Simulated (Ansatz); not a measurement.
# C4H10AlGaSe: how energies converge with the basis set

One table from this session's results is given with a row withheld; the runs are named, their logs left out.

The runs use Ansatz 0.2.0, Gaussian basis; one geometry, several basis sets.

The runs, in order: PBE0-D4/def2-SVP; ωB97M-V/def2-SVP; PBE0-D4/def2-QZVPP; ωB97M-V/def2-QZVPP; the functionals' def2-TZVPP values are taken from earlier runs.

**The geometry**

The geometry comes from an earlier relaxation with PBE0-D4 in a triple-zeta def2 set; it is a stationary point, not always the lowest conformer.

17 atoms, charge 0, spin multiplicity 1.

Atoms are counted from 1 here; the program's logs count them from 0.

Bond lengths: C1–C2 1.330 Å, C1–H8 1.084 Å, C1–H9 1.089 Å, C2–Ga3 1.972 Å, C2–C4 1.495 Å, Ga3–Se6 2.612 Å, Ga3–H10 1.700 Å, Ga3–H11 1.552 Å, C4–Al5 2.030 Å, C4–Se6 1.977 Å, C4–H12 1.093 Å, Al5–H10 1.827 Å, Al5–H13 1.589 Å, Al5–H14 1.596 Å, Se6–C7 1.945 Å, C7–H15 1.090 Å, C7–H16 1.086 Å, C7–H17 1.088 Å. Angles: C2–C1–H8 121.9°, C2–C1–H9 121.6°, H8–C1–H9 116.5°, C1–C2–Ga3 135.8°, C1–C2–C4 127.0°, Ga3–C2–C4 97.2°, C2–Ga3–Se6 69.2°, C2–Ga3–H10 98.6°, C2–Ga3–H11 144.9°, Se6–Ga3–H10 90.2°, Se6–Ga3–H11 123.4°, H10–Ga3–H11 112.9°, C2–C4–Al5 100.1°, C2–C4–Se6 98.9°, C2–C4–H12 116.2°, Al5–C4–Se6 108.9°, Al5–C4–H12 120.2°, Se6–C4–H12 110.1° and more.

Geometry (Å):

```xyz
17
C4H10AlGaSe
C    -2.08376   -1.39064    1.49588
C    -1.11105   -0.63498    0.99427
Ga    0.19007    0.65769    1.71862
C    -0.69631   -0.53664   -0.43822
Al    1.21877   -1.19684   -0.30228
Se   -0.68527    1.43247   -0.61761
C     0.77165    1.87611   -1.82714
H    -2.27779   -1.44077    2.56121
H    -2.71625   -2.00507    0.85764
H     1.59598    0.03569    0.99315
H     0.49460    1.63506    2.88483
H    -1.37963   -0.97673   -1.16883
H     1.35553   -2.59994    0.43049
H     2.26318   -0.77098   -1.43083
H     0.80949    2.96455   -1.86064
H     1.71440    1.46658   -1.47582
H     0.53639    1.48441   -2.81474
```

Set-up of the first run:

in.yaml reads:

```yaml
crystal:
  periodic: [false, false, false]
  atoms:
    - {symbol: C, position_ang: [-2.083761, -1.390643, 1.495885]}
    - {symbol: C, position_ang: [-1.111047, -0.634981, 0.994266]}
    - {symbol: Ga, position_ang: [0.190066, 0.657692, 1.718623]}
    - {symbol: C, position_ang: [-0.696307, -0.536636, -0.438221]}
    - {symbol: Al, position_ang: [1.218769, -1.196837, -0.302279]}
    - {symbol: Se, position_ang: [-0.685266, 1.432467, -0.617607]}
    - {symbol: C, position_ang: [0.771653, 1.876110, -1.827144]}
    - {symbol: H, position_ang: [-2.277793, -1.440768, 2.561205]}
    - {symbol: H, position_ang: [-2.716248, -2.005065, 0.857645]}
    - {symbol: H, position_ang: [1.595984, 0.035687, 0.993154]}
    - {symbol: H, position_ang: [0.494603, 1.635057, 2.884831]}
    - {symbol: H, position_ang: [-1.379627, -0.976732, -1.168826]}
    - {symbol: H, position_ang: [1.355528, -2.599937, 0.430485]}
    - {symbol: H, position_ang: [2.263177, -0.770979, -1.430825]}
    - {symbol: H, position_ang: [0.809492, 2.964555, -1.860639]}
    - {symbol: H, position_ang: [1.714397, 1.466580, -1.475825]}
    - {symbol: H, position_ang: [0.536390, 1.484410, -2.814738]}
basis:
  gaussian: {orbitals: def2-SVP}
hamiltonian: {xc: pbe0, dispersion: d4}
output: {orbitals: {seedname: orbitals}}
```

Started as:

```console
$ ansatz run in.yaml --threads 2 --pin off --events-out ev --progress --plain --max-ram 32768MiB --backend cpu
```

Steps of the session up to this table: PBE0-D4 in def2-SVP; ωB97M-V in def2-SVP; PBE0-D4 in def2-QZVPP; ωB97M-V in def2-QZVPP.

One table of the session follows, with a row left open; its other results are not shown here.

It belongs to the step «Density functionals: the series». 

| functional | basis | HOMO (eV) |
| --- | --- | --- |
| PBE0-D4 | def2-SVP | ? |
| PBE0-D4 | def2-TZVPP | -6.58 |
| PBE0-D4 | def2-QZVPP | -6.58 |
| ωB97M-V | def2-SVP | -8.60 |
| ωB97M-V | def2-TZVPP | -8.65 |
| ωB97M-V | def2-QZVPP | -8.65 |

**Question.** Estimate the row for PBE0-D4, def2-SVP.

As computed: HOMO (eV): -6.55. In the column «HOMO (eV)» it is the highest.
